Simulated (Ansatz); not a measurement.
Task: a comparison of enthalpies under pressure of two structures of ScB2, with Ansatz 0.2.0 through its Python package. Give the script and its output. Level of theory (first run): r2SCAN, PAW, cutoff 750 eV, 9×9×9 k-points, Fermi-Dirac smearing of 0.1 eV.

`transition_scb2.py`:
```python
'''Enthalpies of two structures of ScB2 under pressure.'''

import csv
import warnings

import ansatz as az
import numpy as np


def fluorite(a_site, b_site, a):
    return (
        az.Lattice.fcc(a)
        .space_group(225)
        .atom(a_site, (0, 0, 0))
        .atom(b_site, (0.25, 0.25, 0.25))
        .primitive()
    )


def cdi2(A, B, a):
    return (
        az.Lattice.from_parameters(a, a, 1.6 * a, alpha=90, beta=90, gamma=120)
        .space_group(164)
        .atom(A, (0, 0, 0))
        .atom(B, (1 / 3, 2 / 3, 0.25))
    )


def ground_state(name, crystal, pressure=0.0):
    calc = (
        crystal.calculation()
        .scf(max_iterations=80)
        .eigensolver('davidson', mixed_precision=False)
        .basis(750)
        .functional('r2scan')
        .accuracy('medium')
        .kpoints(spacing=0.26)
        .occupations('fermi_dirac', width=0.1)
    )
    calc = calc.relax(force_tolerance=0.02, max_steps=40, cell=True, pressure=pressure)
    return calc.run(threads=1, backend='cpu')


def volume_per_atom(outcome):
    return abs(np.linalg.det(outcome.lattice.cell_ang)) / len(outcome.lattice.sites)

warnings.simplefilter('ignore', az.DeckWarning)

phases = {}
phases['fluorite'] = fluorite('Sc', 'B', 5.03)
phases['CdI2'] = cdi2('Sc', 'B', 2.98)

# H = E + PV, with 1 eV per cubic angstrom equal to 160.2 GPa
pressures = [0, 20, 40, 60]
enthalpy, volume = {name: [] for name in phases}, {name: [] for name in phases}
for p in pressures:
    for name, crystal in phases.items():
        o = ground_state(name, crystal, pressure=p)
        volume[name].append(volume_per_atom(o))
        enthalpy[name].append(o.report['energy_sigma0_ev'] / len(o.lattice.sites) + p * volume[name][-1] / 160.21766)
gap = np.array(enthalpy['CdI2']) - np.array(enthalpy['fluorite'])
rows = [(p, va, vb, 1000 * d) for p, va, vb, d in zip(pressures, volume['fluorite'], volume['CdI2'], gap)]
with open('transition.csv', 'w', newline='') as handle:
    writer = csv.writer(handle)
    writer.writerow(['P (GPa)', 'V fluorite (A^3/atom)', 'V CdI2 (A^3/atom)', 'H(CdI2) - H(fluorite) (meV/atom)'])
    writer.writerows([round(v, 4) if isinstance(v, float) else v for v in row] for row in rows)
print(open('transition.csv').read())
crossings = [p0 - g0 * (p1 - p0) / (g1 - g0) for p0, p1, g0, g1 in zip(pressures, pressures[1:], gap, gap[1:]) if g0 * g1 < 0]
print('crossing near', [round(float(p), 1) for p in crossings], 'GPa') if crossings else print('no crossing in this range')
```

Running `python transition_scb2.py` prints:
```text
P (GPa),V fluorite (A^3/atom),V CdI2 (A^3/atom),H(CdI2) - H(fluorite) (meV/atom)
0,13.2168,10.0543,-1875.5693
20,11.3802,9.2142,-2198.4798
40,10.2947,8.6219,-2435.1703
60,9.5302,8.1649,-2623.5925

no crossing in this range
```

Notes:
- These settings explore the input space; cutoff and mesh may be short of convergence.
- At a fixed pressure a relaxation lowers the enthalpy F + PV, while F alone can rise.
- For the metals among these phases the mesh is modest: differences between phases can be off by up to 40 meV an atom.
- Only these two structures are compared, at zero temperature and with their symmetry kept; either may be hypothetical, and another phase may be lower than both. Differences under about 40 meV an atom lie within the error of mesh and functional.
- The cells are prototypes set up for this calculation and needn't exist.
- Wall time of the script: 6.6 min on 1 thread of Arm Neoverse V2, on a shared host, peak memory 0.66 GiB.

(Lines on the test bed's own set-up are left out of the output.)
